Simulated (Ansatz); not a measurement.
I need a comparison of magnetic orders of Mn2Ge, space group F-43m. Use the Ansatz DFT code, driven from Python. Level of theory (first run): PBEsol, PAW, the default cutoff (420 eV here), 9×9×9 k-points, Fermi-Dirac smearing of 0.05 eV, collinear spin.

```
Mn Ge
1.0
     0.00000    2.73096    2.73096
     2.73096    0.00000    2.73096
     2.73096    2.73096    0.00000
Mn Ge
2 1
Direct
  0.00000 0.00000 0.00000
  0.75000 0.75000 0.75000
  0.25000 0.25000 0.25000
```

`mn2ge_orders.py`
```python
"""Magnetic orders of Mn2Ge compared."""

import warnings

import ansatz as az
import numpy as np
from tabulate import tabulate


def count_gap(report):
    # lowest empty less highest filled band, counting bands; zero where they overlap
    return max(report.get("gap_by_band_count_ev") or 0.0, 0.0)

CELL = [
    (0.0, 2.730959, 2.730959),
    (2.730959, 0.0, 2.730959),
    (2.730959, 2.730959, 0.0),
]
ATOMS = [
    ("Mn", (0.0, 0.0, 0.0)),
    ("Mn", (0.75, 0.75, 0.75)),
    ("Ge", (0.25, 0.25, 0.25)),
]


def build(moments):
    crystal = az.Crystal(lattice=az.Lattice.of(CELL))
    for (symbol, position), moment in zip(ATOMS, moments):
        crystal = crystal.atom(symbol, position, moment=moment or None)
    return crystal

warnings.simplefilter("ignore", az.DeckWarning)

# starting moments in muB, one an atom
orders = {
    "FM": [4.8, 4.8, 0],
    "AFM": [4.8, -4.8, 0],
}

rows = []
for label, moments in orders.items():
    calc = (
        build(moments).calculation()
        .kpoints(9, 9, 9)  # the mesh must be finer for metals
        .occupations(az.OccupationsMethod.FERMI_DIRAC, width=0.05)  # fractional filling near the Fermi level
        .functional(az.Functional.PBESOL)
        .spin("collinear")
        .band_table()  # levels at the mesh points
    )
    summary = calc.run(threads=1).report
    rows.append((label, summary["free_energy_ev"], summary["magnetization_mub"], summary["absolute_magnetization_mub"], max(abs(m) for m in summary["site_moments_mub"]), count_gap(summary)))
    print(label, "site moments:", [round(m, 2) for m in summary["site_moments_mub"]])

# the same cell with no spin polarisation
plain = (
    build([0] * len(ATOMS)).calculation()
    .kpoints(9, 9, 9)  # sampling of the Brillouin zone
    .occupations(az.OccupationsMethod.FERMI_DIRAC, width=0.05)
    .functional(az.Functional.PBESOL)
    .band_table()  # levels at the mesh points
)
summary = plain.run(threads=1).report
rows.append(("NM", summary["free_energy_ev"], 0.0, 0.0, 0.0, count_gap(summary)))

lowest = min(row[1] for row in rows)
rows = [(row[0], 1000 * (row[1] - lowest) / 2, *row[2:]) for row in sorted(rows, key=lambda row: row[1])]
print(tabulate(rows, headers=["order", "meV/magnetic atom", "net muB", "absolute muB", "largest site muB", "gap by band count eV"], floatfmt=".4f", tablefmt="plain"))
print("lowest of these starts:", rows[0][0])
```

`python mn2ge_orders.py` gives:
```text
RunWarning: the starting moments were not kept: 1 of 2 ended reversed and 1 kept their direction, counting a site from 0.1 μB. The largest reversed, site 0 (counted from 0, in the order of the [...]
FM site moments: [-1.52, 1.6, -0.03]
AFM site moments: [1.52, -1.6, 0.03]
order      meV/magnetic atom    net muB    absolute muB    largest site muB    gap by band count eV
FM                    0.0000    -0.0000          3.5036              1.6020                  0.0000
AFM                   0.0000     0.0000          3.5036              1.6019                  0.0000
NM                   64.3454     0.0000          0.0000              0.0000                  0.0000
lowest of these starts: FM
```
(Warnings from the package without file and line, shortened.)

In order of energy: antiferro- or ferrimagnetic (+0.0 meV an atom, largest site moment 1.60 μB), antiferro- or ferrimagnetic (+0.0 meV an atom, largest site moment 1.60 μB) and non-magnetic (+42.9 meV an atom, largest site moment 0.00 μB). These are the states reached from the starts typed.

The SCF didn't keep the moments it started from (some shrank, vanished or turned); what is printed is the state reached. For a metal this k-point mesh is coarse: on a finer one energies can move by several to tens of meV an atom and pressures by half a GPa or more, differences at one mesh by less. A gap by band count of zero or less means overlapping bands, a metal. The structure comes from a database of computed cells and needn't be a stable or known phase. Levels are Kohn-Sham eigenvalues on this mesh, without spin-orbit coupling. Each row is the state reached from that start at the given structure, not necessarily the lowest of its order; other orders weren't tried. The script silences the warnings on its input, which a real study should read. It ran for 44 s on 1 thread of Arm Neoverse V2 (shared host), peak memory 0.49 GiB.
